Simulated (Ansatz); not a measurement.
**CH₃FOTe: up Jacob's ladder to CCSD(T)**

One table from this session's results is given with a row withheld; the runs are named, their logs left out.

Method: functionals in def2-TZVPP, the program's frozen cores in correlated methods; program: Ansatz 0.2.0, Gaussian basis.

The runs, in order: LDA (SPW92), PBE-D4, revPBE-D4, BLYP-D4, r2SCAN-D4, B97M-V, PBE0-D4, B3LYP-D4, r2SCANh-D4, r2SCAN0-D4, HSE06-D4, BHLYP-D4, CAM-B3LYP-D4, LC-ωPBE, ωB97X-V, ωB97M-V, B2PLYP, PBE-QIDH; CCSD(T)/def2-SVP; CCSD(T)/def2-TZVPP; MP2/def2-QZVPP; extrapolation to the limit; RPA on PBE.

**The geometry**

An earlier PBE0-D4 in a triple-zeta def2 set relaxation fixed the geometry. Te takes the def2 core potential; no spin-orbit term is included.

SMILES `OC(F)[TeH]`, 7 atoms, charge 0, spin multiplicity 1.

Atoms are counted from 1 here; the program's logs count them from 0.

Bond lengths: O1–C2 1.359 Å, O1–H5 0.965 Å, C2–F3 1.369 Å, C2–Te4 2.195 Å, C2–H6 1.089 Å, Te4–H7 1.656 Å. Angles: C2–O1–H5 109.1°, O1–C2–F3 111.5°, O1–C2–Te4 111.1°, O1–C2–H6 108.0°, F3–C2–Te4 108.2°, F3–C2–H6 108.2°, Te4–C2–H6 109.8°, C2–Te4–H7 92.8°.

Set-up of the first run:

Contents of in.yaml:

```yaml
crystal:
  periodic: [false, false, false]
  atoms:
    - {symbol: O, position_ang: [0.368951, -0.631465, 1.365493]}
    - {symbol: C, position_ang: [0.112245, 0.284892, 0.395674]}
    - {symbol: F, position_ang: [-1.212752, 0.626327, 0.365405]}
    - {symbol: Te, position_ang: [0.667663, -0.484411, -1.583519]}
    - {symbol: H, position_ang: [-0.072133, -1.460141, 1.142186]}
    - {symbol: H, position_ang: [0.689295, 1.181006, 0.617739]}
    - {symbol: H, position_ang: [-0.491970, 0.415891, -2.348778]}
basis:
  gaussian: {orbitals: def2-TZVPP}
hamiltonian: {xc: lda}
output: {orbitals: {seedname: orbitals}}
```

On the command line:

```sh
ansatz run in.yaml --threads 2 --pin off --events-out ev --progress --plain --max-ram 4352MiB
```

Among the steps run: LDA; PBE-D4 (GGA); revPBE-D4 (GGA); BLYP-D4 (GGA); r2SCAN-D4 (meta-GGA); B97M-V (meta-GGA); B3LYP-D4 (hybrid); r2SCANh-D4 (hybrid); r2SCAN0-D4 (hybrid); HSE06-D4 (hybrid); BHLYP-D4 (hybrid); CAM-B3LYP-D4 (range-separated); LC-ωPBE (range-separated); ωB97X-V (range-separated); ωB97M-V (range-separated); B2PLYP (double hybrid); PBE-QIDH (double hybrid).

One table of the session follows, with a row left open; its other results are not shown here.

It belongs to the step «Orbital energies across the functionals». 

| functional | HOMO (eV) | gap (eV) |
| --- | --- | --- |
| LDA (SPW92) | -5.71 | 3.57 |
| PBE-D4 | -5.54 | 3.59 |
| revPBE-D4 | ? | ? |
| BLYP-D4 | -5.39 | 3.51 |
| r2SCAN-D4 | -5.78 | 4.02 |
| B97M-V | -5.79 | 4.00 |
| PBE0-D4 | -6.61 | 5.48 |
| B3LYP-D4 | -6.41 | 5.01 |
| r2SCANh-D4 | -6.18 | 4.71 |
| r2SCAN0-D4 | -6.77 | 5.75 |
| HSE06-D4 | -6.22 | 4.71 |
| BHLYP-D4 | -7.55 | 7.24 |
| CAM-B3LYP-D4 | -7.88 | 7.73 |
| LC-ωPBE | -9.20 | 10.20 |
| ωB97X-V | -8.86 | 9.75 |
| ωB97M-V | -8.74 | 9.46 |

Q: Estimate the row for revPBE-D4 from the others.

**Answer.** HOMO (eV): -5.47; gap (eV): 3.62. In the column «HOMO (eV)» it lies between PBE-D4 (-5.54) and BLYP-D4 (-5.39).
